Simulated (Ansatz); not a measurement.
# C2H3BO: vertical ionisation energy

One table from this session's results is given with a row withheld; the runs are named, their logs left out.

Computed with Ansatz 0.2.0, Gaussian basis. Level: unrestricted cation, the program's frozen cores in correlated methods.

Plan: UKS PBE-D4/def2-TZVPP; UKS r2SCAN-D4/def2-TZVPP; UKS PBE0-D4/def2-TZVPP; UKS B3LYP-D4/def2-TZVPP; UKS wB97X-V/def2-TZVPP; UKS wB97M-V/def2-TZVPP; UKS B2PLYP/def2-TZVPP; UHF-CCSD(T)/def2-TZVPP; UHF-MP2/def2-QZVPP; extrapolation to the limit; then −ε(HOMO) from the neutral's earlier runs with LDA (SPW92), PBE-D4, revPBE-D4, BLYP-D4, r2SCAN-D4, B97M-V, PBE0-D4, B3LYP-D4, r2SCANh-D4, r2SCAN0-D4, HSE06-D4, BHLYP-D4, CAM-B3LYP-D4, LC-ωPBE, ωB97X-V, ωB97M-V.

### The geometry

The geometry comes from an earlier relaxation with PBE0-D4 in a triple-zeta def2 set; it is a stationary point, not always the lowest conformer.

SMILES `BC=C=O`, 7 atoms, charge 0, spin multiplicity 1.

Atoms are counted from 1 here; the program's logs count them from 0.

Bond lengths: B1–C2 1.505 Å, B1–H5 1.194 Å, B1–H6 1.196 Å, C2–C3 1.325 Å, C2–H7 1.084 Å, C3–O4 1.146 Å. Angles: C2–B1–H5 119.4°, C2–B1–H6 119.9°, H5–B1–H6 120.6°, B1–C2–C3 116.0°, B1–C2–H7 126.5°, C3–C2–H7 117.5°, C2–C3–O4 177.7°.

Geometry (Å):

```mol
C2H3BO
  3D, bonds by distance, orders not assigned

  7  6  0  0  0  0  0  0  0  0999 V2000
   -0.6546    0.8191   -0.1987 B   0  0
    0.5126   -0.1216   -0.3335 C   0  0
    0.5595   -1.1191    0.5378 C   0  0
    0.5610   -1.9661    1.3103 O   0  0
   -0.7565    1.7396   -0.9528 H   0  0
   -1.4689    0.6402    0.6583 H   0  0
    1.3080   -0.0601   -1.0671 H   0  0
  1  2  8  0
  2  3  8  0
  3  4  8  0
  1  5  8  0
  1  6  8  0
  2  7  8  0
M  END
```

The first run:

in.yaml reads:

```yaml
crystal:
  periodic: [false, false, false]
  atoms:
    - {symbol: B, position_ang: [-0.654561, 0.819084, -0.198703]}
    - {symbol: C, position_ang: [0.512620, -0.121594, -0.333487]}
    - {symbol: C, position_ang: [0.559495, -1.119069, 0.537767]}
    - {symbol: O, position_ang: [0.560963, -1.966090, 1.310257]}
    - {symbol: H, position_ang: [-0.756510, 1.739612, -0.952762]}
    - {symbol: H, position_ang: [-1.468882, 0.640166, 0.658296]}
    - {symbol: H, position_ang: [1.307976, -0.060108, -1.067066]}
basis:
  gaussian: {orbitals: def2-TZVPP}
total_charge: 1
magnetization: {spin_polarized: true, initial_magnetization: 1}
hamiltonian: {xc: pbe, dispersion: d4}
```

Command:

```bash
$ ansatz run in.yaml --threads 2 --pin off --events-out ev --progress --plain --max-ram 4352MiB
```

Steps of the session up to this table: Cation, UKS PBE-D4/def2-TZVPP; Cation, UKS r2SCAN-D4/def2-TZVPP; Cation, UKS PBE0-D4/def2-TZVPP; Cation, UKS B3LYP-D4/def2-TZVPP; Cation, UKS wB97X-V/def2-TZVPP; Cation, UKS wB97M-V/def2-TZVPP; Cation, UKS B2PLYP (frozen core)/def2-TZVPP; Cation, UHF-CCSD(T)/def2-TZVPP; Cation, UHF-MP2/def2-QZVPP.

One of the session's tables, all rows but one given; the rest of the session is left out.

It belongs to the step «Ionisation energies side by side». Orbital estimates, from the neutral's runs:

| functional | −ε(HOMO) (eV) |
| --- | --- |
| LDA (SPW92) | 7.10 |
| PBE-D4 | 6.88 |
| revPBE-D4 | 6.81 |
| BLYP-D4 | 6.71 |
| r2SCAN-D4 | 7.08 |
| B97M-V | 7.09 |
| PBE0-D4 | 7.99 |
| B3LYP-D4 | 7.76 |
| r2SCANh-D4 | 7.50 |
| r2SCAN0-D4 | 8.14 |
| HSE06-D4 | ? |
| BHLYP-D4 | 8.97 |
| CAM-B3LYP-D4 | 9.27 |
| LC-ωPBE | 10.58 |
| ωB97X-V | 10.22 |
| ωB97M-V | 10.15 |

Estimate the missing values for HSE06-D4.

**Answer.** −ε(HOMO) (eV): 7.59. In the column «−ε(HOMO) (eV)» it lies between r2SCANh-D4 (7.50) and B3LYP-D4 (7.76).

To keep in mind: The cation may have settled in a state other than its lowest; no search over hole states beyond the program's own was made.
